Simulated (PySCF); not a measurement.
# C5H11NO (n-butylformamide): the cost of one run

Programs: PySCF 2.14.0, with routines of our own; each step states its level. All values are computed. Atoms count from 0.

## Step 1: The system as given

18 atoms, charge 0, multiplicity 1; geometry from: GFN2-xTB.

## Step 2: Geometry optimisation at PBE0-D3(BJ)/def2-SVP

Job settings and geometry (Å):

```
{"job": {"xc": "PBE0", "basis": "def2-SVP", "d3": "d3bj", "grid": 2, "kind": "geom"}, "charge": 0, "multiplicity": 1}
C      2.473239     0.905116    -0.531174
C      1.265721     0.399318     0.249115
C      0.368366    -0.481925    -0.618544
C     -0.799668    -1.094657     0.157467
N     -1.748244    -0.101341     0.612393
C     -2.962383     0.044595     0.053660
O     -3.414907    -0.639062    -0.829547
H      3.096873     1.539468     0.094466
H      3.075269     0.069917    -0.881572
H      2.154511     1.482777    -1.396054
H      1.607994    -0.174127     1.114419
H      0.697922     1.256303     0.618384
H     -0.028524     0.104326    -1.449408
H      0.963335    -1.295745    -1.037246
H     -1.359345    -1.772040    -0.491122
H     -0.424304    -1.652669     1.021422
H     -1.445151     0.539540     1.327104
H     -3.529465     0.876522     0.514600
```

Launch:

```
$ OMP_NUM_THREADS=1 python excited_run.py task.json out
```

The driver reads the jobs from task.json and runs them one after another.

**Question.** How long does this first job take on 1 thread of Arm Neoverse V1, shared host, and how much memory does it need?

About 83 s, with a peak of 0.73 GiB.
